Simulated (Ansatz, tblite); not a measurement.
**Closo-1-SB4 (no H on S) (B4H4S): rung by rung**

The task here is to estimate one member of a computed series from the others.

Method: as each input shows; program: Ansatz 0.2.0, Gaussian basis.

Plan: GFN1-xTB, GFN2-xTB, PBE-D4/def2-TZVP, r2SCAN-D4/def2-TZVP, HF/def2-TZVP, LDA/def2-TZVP, LC-ωPBE/def2-TZVP, PBE-D4/def2-SVP, PBE0-D4/def2-SVP, CCSD(T)/def2-TZVPP, MP2/def2-TZVP.

2 further runs of the same task are left out: 2 set aside as unsound or not needed.

**The relaxed structure**

The geometry is that of the singlet, from an earlier relaxation (r2SCAN-D4/def2-SVP).

9 atoms, charge 0, spin multiplicity 1.

Bond lengths: B1–B2 1.866 Å, B1–B3 1.656 Å, B1–B4 1.866 Å, B1–S5 1.884 Å, B1–H6 1.198 Å, B2–B3 1.656 Å, B2–B4 1.866 Å, B2–S5 1.884 Å, B2–H7 1.198 Å, B3–B4 1.656 Å, B3–H8 1.195 Å, B4–S5 1.884 Å, B4–H9 1.198 Å. Angles: B2–B1–B3 55.7°, B2–B1–B4 60.0°, B2–B1–S5 60.3°, B2–B1–H6 149.8°, B3–B1–B4 55.7°, B3–B1–S5 104.5°, B3–B1–H6 134.4°, B4–B1–S5 60.3°, B4–B1–H6 149.8°, S5–B1–H6 121.0°, B1–B2–B3 55.7°, B1–B2–B4 60.0°, B1–B2–S5 60.3°, B1–B2–H7 149.8°, B3–B2–B4 55.7°, B3–B2–S5 104.5°, B3–B2–H7 134.4°, B4–B2–S5 60.3° and more.

PBE0-D4/def2-TZVP was run before; its log isn't repeated, and its numbers join the tables.

Set-up of the first run:

Tight binding, by tblite at 300 K electronic temperature and without a spin-polarisation term:

```python
tblite.interface.Calculator('GFN1-xTB', numbers, positions, charge=0, uhf=0).singlepoint()
```

Tight binding, by tblite at 300 K electronic temperature and without a spin-polarisation term:

```python
tblite.interface.Calculator('GFN2-xTB', numbers, positions, charge=0, uhf=0).singlepoint()
```

start.molden holds the orbitals of an earlier run on this state, given as this run's starting guess.

in.yaml

```yaml
crystal:
  periodic: [false, false, false]
  atoms:
    - {symbol: B, position_ang: [0.251359, 0.802232, 0.706746]}
    - {symbol: B, position_ang: [0.804551, -0.708686, -0.238172]}
    - {symbol: B, position_ang: [-0.628672, -0.595011, 0.583371]}
    - {symbol: B, position_ang: [-0.669775, 0.271896, -0.826872]}
    - {symbol: S, position_ang: [1.059929, 1.003178, -0.983535]}
    - {symbol: H, position_ang: [0.435680, 1.602814, 1.578623]}
    - {symbol: H, position_ang: [1.602637, -1.584461, -0.414686]}
    - {symbol: H, position_ang: [-1.348206, -1.276001, 1.251031]}
    - {symbol: H, position_ang: [-1.507492, 0.484040, -1.656515]}
basis:
  gaussian: {orbitals: def2-TZVP, initial_orbitals: start.molden}
hamiltonian: {xc: pbe, dispersion: d4}
scf: {omitted_lower_state_checks: [starts]}
output: {forces: true, orbitals: {seedname: orbitals}}
```

On the command line:

```
> ansatz run in.yaml --threads 2 --pin off --events-out ev --progress --plain --max-ram 4352MiB
```

Steps of the session up to this table: PBE-D4/def2-TZVP; r2SCAN-D4/def2-TZVP; HF/def2-TZVP; LDA/def2-TZVP; LC-ωPBE/def2-TZVP; PBE-D4/def2-SVP; PBE0-D4/def2-SVP; CCSD(T)/def2-TZVPP; MP2/def2-TZVP.

One of the session's tables, all rows but one given; the rest of the session is left out.

```
             method  binding an atom (eV)
       HF/def2-TZVP                 2.958
      HF/def2-TZVPP                 2.960
      LDA/def2-TZVP                     ?
    PBE-D4/def2-SVP                 4.115
   PBE-D4/def2-TZVP                 4.078
r2SCAN-D4/def2-TZVP                 4.032
   PBE0-D4/def2-SVP                 4.067
  PBE0-D4/def2-TZVP                 4.023
  LC-ωPBE/def2-TZVP                 3.971
      MP2/def2-TZVP                 3.911
    CCSD/def2-TZVPP                 3.712
 CCSD(T)/def2-TZVPP                 3.798
```

Q: Estimate the row for LDA/def2-TZVP from the others.

**Answer.** binding an atom (eV): 4.540. In the column «binding an atom (eV)» it is the highest.

Among the levels timed on like hardware and quicker than the yardstick, those that no quicker one beats, quickest first: PBE0-D4/def2-SVP (1.1 s, +0.269 eV); MP2/def2-TZVP (2.6 s, +0.113 eV).

Caveats from the session: Free atoms were run apart at each level; binding is atoms less cluster, divided by the number of atoms, without zero-point or spin-orbit terms. CCSD(T)/def2-TZVPP isn't at the basis-set limit; small misses against it rank nothing.
